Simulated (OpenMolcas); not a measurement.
# BHOF2 (difluorohydroxyborane) at HF/6-31G(d) (spherical functions)

Aim: the vertical ionisation energy of BHOF2 (difluorohydroxyborane) at HF/6-31G* (spherical functions), from 2 runs. 

The calculation is run with OpenMolcas 26.06.

## 1. The system as given

The species is BHOF2 (5 atoms), meant as a singlet with charge 0. SMILES: `OB(F)F`. Geometry: relaxed at GFN2-xTB.

Bond lengths: O1–B2 1.319 Å, B2–F3 1.314 Å, B2–F4 1.327 Å, O1–H5 0.958 Å. Angles: O1–B2–F3 121.0°, O1–B2–F4 123.1°, F3–B2–F4 115.9°, B2–O1–H5 117.7°.

## 2. Energy and forces at HF/6-31G(d) (spherical functions)

File input.xyz:

```xyz
5

O      0.031910     0.983470     0.158720
B      0.104930    -0.333240     0.136890
F      0.724520    -0.991730     1.090370
F     -0.428080    -1.073520    -0.827330
H     -0.433280     1.415020    -0.558650
```

File job.inp:

```
* BF2HO Hartree-Fock
&GATEWAY
BasLib = $CurrDir
Coord = input.xyz
Basis = 6-31Gs
Group = NoSym
&SEWARD
&SCF
PrOrbitals = 1 1
&ALASKA
```

The basis set 6-31G* is read from a file made from the Basis Set Exchange's data (not shown).

Started as:

```console
$ export MOLCAS_MEM=1860
$ pymolcas job.inp > job.log
```

The program printed:

```text
--- Start Module: gateway ---
[...]
--- Stop Module: gateway /rc=_RC_ALL_IS_WELL_ ---
[...]
      Basis functions           58
[...]
--- Start Module: scf ---
[...]
       Convergence after  10 Iterations
[...]
::    Total SCF energy                               -299.1870589586
[...]
      Total spin, S                                     0.0000000000
[...]
      Total electronic charge=   32.000000
      Total            charge=   -0.000000
[...]
      Dipole Moment (debye):
      Origin of the operator (angstrom)=    0.1039   -0.3901    0.1285
                   X= -9.6605E-01               Y=  1.5754E+00               Z= -1.4124E+00           Total=  2.3260E+00
      Quadrupole Moment (debye*angstrom):
[...]
--- Stop Module: scf /rc=_RC_ALL_IS_WELL_ ---
--- Start Module: alaska ---
[...]
 *              Molecular gradients               *
 **************************************************
  Irreducible representation: a
 ------------------------------------------------------------------------------------------
                              X                       Y                       Z
 ------------------------------------------------------------------------------------------
  O1                5.10617077273334E-03   -2.24556165352094E-02    5.71248432138427E-03
  B2                7.30363718416366E-04    2.67607493599766E-02    4.40201334387208E-03
  F3                7.21923106311806E-04   -6.00095680760049E-03    5.04075033305185E-04
  F4               -8.78528166634140E-04   -7.78483725038015E-03   -2.44090791132123E-03
  H5               -5.67992943080675E-03    9.48066123324143E-03   -8.17766478722115E-03
 ------------------------------------------------------------------------------------------
--- Stop Module: alaska /rc=_RC_ALL_IS_WELL_ ---
[...]
```

It took 3.3 s on 1 thread of Arm Neoverse V1, shared host; peak memory 0.39 GiB.

## 3. The doublet cation at the same level

input.xyz is that of step 2.

File job.input:

```
&GATEWAY
  BasLib
  $CurrDir
  Coord
  input.xyz
  Basis
  6-31Gs
  Group
  NoSym

&SEWARD

&SCF
  UHF
  Charge
  1
  Spin
  2
  PrOrbitals
  1 1

&ALASKA
```

The basis set 6-31G* is read from a file made from the Basis Set Exchange's data (not shown).

Started as:

```console
$ export MOLCAS_MEM=1860
$ pymolcas job.input > job.log
```

The program printed:

```text
--- Start Module: gateway ---
[...]
--- Stop Module: gateway /rc=_RC_ALL_IS_WELL_ ---
[...]
      Basis functions           58
[...]
--- Start Module: scf ---
[...]
       Convergence after  18 Iterations
[...]
::    Total SCF energy                               -298.7207547079
[...]
      Total spin, S                                     0.5030095485
[...]
      Total electronic charge=   31.000000
      Total            charge=    1.000000
[...]
      Dipole Moment (debye):
      Origin of the operator (angstrom)=    0.1039   -0.3901    0.1285
                   X= -1.4154E+00               Y=  6.3612E+00               Z= -1.6294E+00           Total=  6.7173E+00
      Center of Charge (angstrom)
[...]
--- Stop Module: scf /rc=_RC_ALL_IS_WELL_ ---
[...]
--- Start Module: alaska ---
[...]
 *              Molecular gradients               *
 **************************************************
  Irreducible representation: a
 ------------------------------------------------------------------------------------------
                              X                       Y                       Z
 ------------------------------------------------------------------------------------------
  O1               -2.76692222951236E-03   -1.26818466800996E-01   -1.79530790259128E-02
  B2               -1.75285044444278E-02    2.42128933682394E-01   -2.54415861927443E-03
  F3                1.76926828806607E-02   -4.46575243643377E-02    2.42756654728087E-02
  F4               -1.20920721907405E-02   -5.11999985381593E-02   -2.56301060875472E-02
  H5                1.46948159840330E-02   -1.94529439788926E-02    2.18516782598752E-02
 ------------------------------------------------------------------------------------------
--- Stop Module: alaska /rc=_RC_ALL_IS_WELL_ ---
[...]
```

Wall time 4.2 s (1 thread of Arm Neoverse V1, shared host); peak memory 0.39 GiB.

## 4. What came out

Level: HF/6-31G* (spherical functions).

```
                                          quantity          value
                       singlet BHOF2: total energy  -299.18706 Eh
                      singlet BHOF2: dipole moment         2.33 D
                        singlet BHOF2: HOMO energy      -15.27 eV
                        singlet BHOF2: LUMO energy        5.59 eV
                      singlet BHOF2: HOMO–LUMO gap       20.86 eV
           singlet BHOF2: largest force on an atom     1.395 eV/Å
                      doublet cation: total energy  -298.72075 Eh
doublet cation: HOMO energy (highest over α and β)      -24.08 eV
 doublet cation: LUMO energy (lowest over α and β)      -10.61 eV
                              doublet cation: ⟨S²⟩          0.756
          doublet cation: largest force on an atom    12.484 eV/Å
vertical ionisation energy (to the doublet cation)      12.689 eV
```

**Reading.** Removing an electron at fixed nuclei costs 12.69 eV (1224 kJ/mol). The largest force (singlet BHOF2) is 1.40 eV/Å: the shape isn't a stationary point for this species at this level. The negative HOMO energy of the first species, 15.27 eV, lies 2.58 eV above that difference. Mulliken charges (singlet BHOF2) run from -0.71 on O1 to +1.01 on B2. Mulliken charges (doublet cation) run from -0.30 on F4 to +1.07 on B2.
